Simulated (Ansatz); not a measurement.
# ClFH₃N₂Ta: one species, many methods

The task here is to estimate one member of a computed series from the others.

Method: functionals in def2-TZVPP, the program's frozen cores in correlated methods; program: Ansatz 0.2.0, Gaussian basis.

Plan: LDA (SPW92), PBE-D4, revPBE-D4, BLYP-D4, r2SCAN-D4, B97M-V, PBE0-D4, B3LYP-D4, r2SCANh-D4, r2SCAN0-D4, HSE06-D4, BHLYP-D4, CAM-B3LYP-D4, LC-ωPBE, ωB97X-V, ωB97M-V, B2PLYP, PBE-QIDH; CCSD(T)/def2-SVP; CCSD(T)/def2-TZVPP; MP2/def2-QZVPP; extrapolation to the limit; RPA on PBE.

## Structure used throughout

All runs share one geometry, relaxed beforehand with PBE0-D4 in a triple-zeta def2 set. Ta takes the def2 core potential; no spin-orbit term is included.

SMILES `[NH]=[Ta]([NH2])([F])[Cl]`, 8 atoms, charge 0, spin multiplicity 1.

Atoms are counted from 1 here; the program's logs count them from 0.

Bond lengths: N1–Ta2 1.757 Å, N1–H6 1.006 Å, Ta2–N3 1.960 Å, Ta2–F4 1.887 Å, Ta2–Cl5 2.320 Å, N3–H7 1.008 Å, N3–H8 1.012 Å. Angles: Ta2–N1–H6 173.0°, N1–Ta2–N3 103.3°, N1–Ta2–F4 111.2°, N1–Ta2–Cl5 110.9°, N3–Ta2–F4 110.1°, N3–Ta2–Cl5 110.6°, F4–Ta2–Cl5 110.5°, Ta2–N3–H7 126.2°, Ta2–N3–H8 123.1°, H7–N3–H8 110.7°.

The first run:

in.yaml

```yaml
crystal:
  periodic: [false, false, false]
  atoms:
    - {symbol: N, position_ang: [-0.772008, 1.350911, 0.649178]}
    - {symbol: Ta, position_ang: [-0.332112, 0.116711, -0.520994]}
    - {symbol: N, position_ang: [0.900027, -1.033108, 0.478721]}
    - {symbol: F, position_ang: [-1.842426, -0.871718, -1.070018]}
    - {symbol: Cl, position_ang: [0.734620, 1.057147, -2.353946]}
    - {symbol: H, position_ang: [-1.114817, 2.087279, 1.243024]}
    - {symbol: H, position_ang: [1.194524, -0.901675, 1.433345]}
    - {symbol: H, position_ang: [1.324391, -1.862746, 0.084892]}
basis:
  gaussian: {orbitals: def2-TZVPP}
hamiltonian: {xc: lda}
output: {orbitals: {seedname: orbitals}}
```

Launch:

```console
$ ansatz run in.yaml --threads 4 --pin off --events-out ev --progress --plain --max-ram 10444MiB
```

Among the steps run: LDA; PBE-D4 (GGA); revPBE-D4 (GGA); BLYP-D4 (GGA); r2SCAN-D4 (meta-GGA); B97M-V (meta-GGA); PBE0-D4 (hybrid); B3LYP-D4 (hybrid); r2SCANh-D4 (hybrid); r2SCAN0-D4 (hybrid); HSE06-D4 (hybrid); BHLYP-D4 (hybrid); CAM-B3LYP-D4 (range-separated); LC-ωPBE (range-separated); ωB97X-V (range-separated); ωB97M-V (range-separated); B2PLYP (double hybrid); PBE-QIDH (double hybrid).

One of the session's tables, all rows but one given; the rest of the session is left out.

It belongs to the step «Orbital energies across the functionals». 

```
  functional  HOMO (eV)  gap (eV)
 LDA (SPW92)      -6.89      4.69
      PBE-D4      -6.68      4.75
   revPBE-D4      -6.61      4.78
     BLYP-D4      -6.53      4.70
   r2SCAN-D4      -6.98      5.21
      B97M-V      -6.99      5.25
     PBE0-D4      -8.06      6.97
    B3LYP-D4      -7.80      6.47
  r2SCANh-D4      -7.50      6.03
  r2SCAN0-D4          ?         ?
    HSE06-D4      -7.66      6.18
    BHLYP-D4      -9.28      9.14
CAM-B3LYP-D4      -9.43      9.43
     LC-ωPBE     -10.82     12.02
     ωB97X-V     -10.45     11.54
     ωB97M-V     -10.34     11.32
```

Q: Estimate the row for r2SCAN0-D4 from the others.

Worked estimate for «HOMO (eV)». Against the share of exact exchange, r2SCAN-D4 (0, -6.98), r2SCANh-D4 (0.1, -7.50) give a slope of -5.20 per unit share; at 0.25 the line stands at -8.28.

As computed: HOMO (eV): -8.27; gap (eV): 7.27. In «HOMO (eV)» the line misses by -0.01.
